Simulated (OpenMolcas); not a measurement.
# Fe²⁺ among point charges: CASSCF levels and susceptibility

How does a field of 5 point charges split the states of Fe²⁺, and what χT follows?

The numbers are computed with OpenMolcas 26.06 (state-averaged CASSCF, spin-orbit coupling by RASSI with atomic mean-field integrals), except any that are marked as measured or tabulated.

1 further run of the same task is left out (it didn't finish).

## Step 1: The atom as given

```
Species                           : Fe²⁺ (iron, Z = 26, 24 electrons)
Basis                             : ANO-RCC-VTZP [6s5p3d2f1g], 59 functions
Scalar Hamiltonian                : DKH2, point nucleus
Inactive shells                   : 1s 2s 2p 3s 3p
Active space                      : 6 electrons in 5 orbitals (3d)
Some configurations of this space : 3d⁶
Orbitals                          : optimised for each spin and parity, averaged over all roots
```

Outer shells as boxes (Hund's rule):

3d6
```
3d [↑↓][↑ ][↑ ][↑ ][↑ ]
```

The ion sits among 5 point charges of -2 e arranged as a square pyramid (C4v), 2.21 Å from the ion, with the axial distance 2.475 Å. The active orbitals were held to one l.

The work runs as a chain of OpenMolcas steps in one folder; each step below is one input file. Labels, J, g values, rates, χT and fits are worked out afterwards by a script from the matrices that RASSI stores.

## Step 2: Basis and integrals

Contents of a.inp:

```
&GATEWAY
Coord
1

Fe 0.0 0.0 0.0
Basis=ANO-RCC-VTZP
Group=NoSym
NoMove
AngMom=0.0 0.0 0.0
AMFI
XField
5 Angstrom 0
2.210000 0.000000 0.000000 -2.000000
0.000000 2.210000 0.000000 -2.000000
-2.210000 0.000000 0.000000 -2.000000
0.000000 -2.210000 0.000000 -2.000000
0.000000 0.000000 2.475200 -2.000000
&SEWARD
```

On the command line:

```
$ OMP_NUM_THREADS=1 MOLCAS_MEM=1689 MOLCAS_PROJECT=a pymolcas a.inp > a.log
```

## Step 3: CASSCF: quintets, 5 roots

Contents of a.inp:

```
&RASSCF
FileOrb=start.orb
Symmetry=1
Spin=5
nActEl=6 0 0
Inactive=9
Ras2=5
CIRoot=5 5 1
SDav=5
CIMx=300
Iter=120 100
PrWF=0.3
OrbListing=Nothing
MaxOrb=0
SupSym
1
15 10 11 12 13 14 27 28 29 30 31 32 33 34 35 36
>>> COPY $Project.JobIph JOB001
```

start.orb holds the contracted functions of the basis, ordered by shell, or the orbitals of the step before.

## Step 4: CASSCF: triplets, 45 roots

Contents of a.inp:

```
&RASSCF
FileOrb=start.orb
Symmetry=1
Spin=3
nActEl=6 0 0
Inactive=9
Ras2=5
CIRoot=45 45 1
SDav=45
CIMx=300
Iter=120 100
PrWF=0.3
OrbListing=Nothing
MaxOrb=0
SupSym
1
15 10 11 12 13 14 27 28 29 30 31 32 33 34 35 36
>>> COPY $Project.JobIph JOB002
```

## Step 5: Reference wave functions, singlets, 50 roots

Contents of a.inp:

```
&RASSCF
FileOrb=start.orb
Symmetry=1
Spin=1
nActEl=6 0 0
Inactive=9
Ras2=5
CIRoot=50 50 1
SDav=50
CIMx=300
Iter=120 100
PrWF=0.3
OrbListing=Nothing
MaxOrb=0
SupSym
1
15 10 11 12 13 14 27 28 29 30 31 32 33 34 35 36
>>> COPY $Project.JobIph JOB003
```

## Step 6: State interaction with spin-orbit coupling

Contents of a.inp:

```
&RASSI
NrOfJobIphs=3 5 45 50
1 2 3 4 5
1 2 3 4 5 6 7 8 9 10 11 12 13 14 15 16 17 18 19 20 21 22 23 24 25 26 27
28 29 30 31 32 33 34 35 36 37 38 39 40 41 42 43 44 45
1 2 3 4 5 6 7 8 9 10 11 12 13 14 15 16 17 18 19 20 21 22 23 24 25 26 27
28 29 30 31 32 33 34 35 36 37 38 39 40 41 42 43 44 45 46 47 48 49 50
IphNames
JOB001
JOB002
JOB003
EJob
SpinOrbit
DIPRint=1.0
SOCoupling=1000.0
Subsets=2
Property=9
'ANGMOM' 1 'ANGMOM' 2 'ANGMOM' 3 'MLTPL  1' 1 'MLTPL  1' 2 'MLTPL  1' 3
'AMFI' 1 'AMFI' 2 'AMFI' 3
SOProperty=3
'ANGMOM' 1 'ANGMOM' 2 'ANGMOM' 3
```

What does the calculation give? Wanted: spin-free ground state; first state of the same spin within the active space; lowest level; next level.

As calculated:

| quantity | value |
| --- | --- |
| method | CASSCF |
| spin-free ground state | quintet, 2-fold in its orbital part |
| first state of the same spin within the active space | quintet at 466 cm⁻¹ |
| lowest level | 1-fold |
| next level | 2.4 cm⁻¹ |
| χT at 300 K | 4.68 cm³ K/mol |
| effective moment at 300 K | 6.12 μB |

The spin-free ground state (quintet) comes to 100 % from free-ion D terms and keeps the highest spin of the shell. χT at 300 K is 4.68, against 3.01 cm³ K/mol for the spin alone, so orbital moment adds to it. An active space of the d shell alone favours high spin; real ions in strong fields can be low spin. The field of point charges can differ much from that of real complexes. With metal d orbitals alone active, the gaps between spin states are rough; where two lie within a few thousand cm-1, their order is open. This is an electrostatic model: the charges have no orbitals.
